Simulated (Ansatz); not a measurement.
The system is HPbNO4.

```
CELL_PARAMETERS angstrom
4.19923 0.11117 0.16817
1.91600 3.89132 0.12568
1.76085 1.25259 6.37266
ATOMIC_POSITIONS crystal
H 0.89145 0.68202 0.62796
Pb 0.14426 0.92872 0.88352
N 0.25670 0.28861 0.30171
O 0.83108 0.65056 0.78405
O 0.38694 0.22380 0.11295
O 0.31104 0.03576 0.45856
O 0.07726 0.60633 0.32275
```

The cell was built by a generator and needn't be a form met in nature.

Base run:

| Item | Value |
| --- | --- |
| Program | Ansatz 0.2.0 |
| Functional | revPBE |
| Potentials or basis | Ansatz PAW |
| Cutoff | 420 eV (not typed: the program's choice for these potentials) |
| k mesh | 7 × 7 × 5 |
| Occupations | fermi-dirac, width 0.05 eV |
| Spin | no spin polarisation |

Its results: band gap on the k mesh 2.86 eV, indirect (least direct gap 2.89 eV); pressure 2.1 GPa; largest force 0.181 eV/Å.

Problem. The run is repeated on the same cell with these changes: functional from revPBE to PBEsol. What comes out?

Solution. Band gap on the k mesh 2.81 eV, indirect (least direct gap 2.83 eV); pressure -2.9 GPa; largest force 0.391 eV/Å.

PBEsol binds more tightly than revPBE, so the same cell stands under less pressure.

Caveats: spin-orbit coupling is left out, which as a rule narrows the gap of such compounds by several tenths of an eV; the PAW data sets come from PBE, with cores solved anew for the run's functional, which leaves a small shift of forces and pressure.

A k mesh can miss the band edges.
